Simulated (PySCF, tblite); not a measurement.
**C₆H₇F₃Si: geometry, infrared bands and NMR shifts**

Aim: predict the infrared bands and NMR shifts of C₆H₇F₃Si (`CC1=C(C(F)(F)F)C=C[SiH2]1`).

The runs use tblite 0.8.0 and PySCF 2.14.0, with density-fitted response routines of our own; the level of theory stands in each step. All values are computed, except where a source is named. Atoms are numbered from 0 throughout.

## (1) Starting geometry

17 atoms, charge 0, multiplicity 1; geometry from: force field or distance geometry start.

Bonds of the start (Å): C0–C1 1.46, C1–C2 1.31, C2–C3 1.52, C3–F4 1.35, C3–F5 1.39, C3–F6 1.36, C2–C7 1.41, C7–C8 1.31, C8–Si9 1.85, Si9–C1 1.87, C0–H10 1.11, C0–H11 1.12, C0–H12 1.12, C7–H13 1.12, C8–H14 1.08, Si9–H15 1.47, Si9–H16 1.45.

## (2) Optimising the geometry with GFN2-xTB

The job: settings as JSON, then the geometry in Å.

```
{"job": {"kind": "relax", "xc": "GFN2-xTB", "basis": "xTB"}, "charge": 0, "multiplicity": 1}
C      0.698400     1.882200     0.177100
C     -0.056800     0.645300     0.010200
C      0.368900    -0.597600     0.001000
C      1.848200    -0.893000     0.146400
F      2.228100    -1.550000    -0.975900
F      2.062100    -1.757000     1.214900
F      2.525300     0.255000     0.405700
C     -0.593500    -1.615600    -0.169200
C     -1.851600    -1.271300    -0.299700
Si    -1.909700     0.576000    -0.196700
H      1.493500     2.047400    -0.581000
H      1.177800     1.939500     1.187400
H     -0.046600     2.719700     0.137400
H     -0.323900    -2.704100    -0.206200
H     -2.705400    -1.913000    -0.435300
H     -2.612200     1.036500     1.010300
H     -2.309700     1.211800    -1.436200
```

Command:

```console
$ OMP_NUM_THREADS=1 python probes_run.py task.json out
```

One launch serves the whole session: the jobs run in the order shown.

**Question.** This job is followed by: GFN2-xTB harmonic vibrations, gas phase; GIAO PBE0/pcSseg-1 NMR shielding, non-relativistic, gas phase. What will the session give for the following? strongest single infrared mode (GFN2-xTB); zero-point energy (GFN2-xTB); 13C shifts against TMS (PBE0/pcSseg-1); 1H shifts against TMS (PBE0/pcSseg-1, means over atoms taken as alike); 19F shifts against CFCl3 (PBE0/pcSseg-1, means over atoms taken as alike); 29Si shifts against TMS (PBE0/pcSseg-1).

As calculated:

| quantity | value |
| --- | --- |
| strongest single infrared mode (GFN2-xTB) | 2278 cm⁻¹, 340 km/mol |
| zero-point energy (GFN2-xTB) | 69.3 kcal/mol |
| 13C shifts against TMS (PBE0/pcSseg-1) | 156.8, 156.7, 146.8, 133.7, 129.4, 17.2 ppm |
| 1H shifts against TMS (PBE0/pcSseg-1, means over atoms taken as alike) | 7.35, 6.03, 4.66, 2.43 ppm |
| 19F shifts against CFCl3 (PBE0/pcSseg-1, means over atoms taken as alike) | -75.2 ppm |
| 29Si shifts against TMS (PBE0/pcSseg-1) | -36.0 ppm |

In words: The optimisation took 31 steps and gained 0.604 eV; among the close pairs (by a distance rule), C2–C7 changed most, from 1.411 to 1.462 Å. The lowest mode is slightly imaginary (19i cm⁻¹), a soft motion within the noise of the Hessian, so the minimum is not strictly shown. Unscaled tight-binding wavenumbers are off by several per cent, some by more. Its intensities can rank the bands wrongly.
